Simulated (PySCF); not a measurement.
# C3H5BrO3Si: the cost of one run

Programs: PySCF 2.14.0, with density-fitted response routines of our own. Each step states its level of theory. These are calculated values for one molecule in the gas phase, unless marked as measured. Atoms count from 0, in the outputs and in this text.

## 1. The molecule as given

13 atoms, charge 0, multiplicity 1; geometry from: GFN2-xTB.

Bonds of the start (Å): O0–C1 1.19, C1–O2 1.33, O2–C3 1.42, C3–C4 1.52, C4–Br5 1.95, C4–Si6 1.92, Si6–O7 1.64, O7–C1 1.34, C3–H8 1.09, C3–H9 1.10, C4–H10 1.09, Si6–H11 1.45, Si6–H12 1.45.

## 2. Ultraviolet spectrum: CAM-B3LYP/def2-SVPD

The job: settings as JSON, then the geometry in Å.

```
{"job": {"kind": "uv", "xc": "CAM-B3LYP", "basis": "def2-SVPD", "nstates": 8, "ntriplets": 3}, "charge": 0, "multiplicity": 1}
O      3.025689    -0.395834    -0.271978
C      1.872179    -0.259453    -0.029522
O      1.035528    -1.297759    -0.021408
C     -0.306789    -1.165258     0.427241
C     -1.077102    -0.145981    -0.403047
Br    -2.919119    -0.090769     0.239924
Si    -0.142566     1.513123    -0.174444
O      1.337136     0.938005     0.245814
H     -0.725566    -2.171843     0.340127
H     -0.317162    -0.872828     1.485437
H     -1.141309    -0.485027    -1.438118
H     -0.057645     2.227401    -1.438553
H     -0.587662     2.206709     1.020800
```

With the program's defaults for keys left out, this is: TDDFT CAM-B3LYP/def2-SVPD, vertical, gas phase, core orbitals frozen in the response.

On the command line:

```
$ OMP_NUM_THREADS=1 python probes_run.py task.json out
```

This one command runs all jobs of the session in turn.

Q: Estimate the wall time and peak memory of this job on 1 thread of Arm Neoverse N1, shared host.

About 2.2 min, with a peak of 1 GiB.
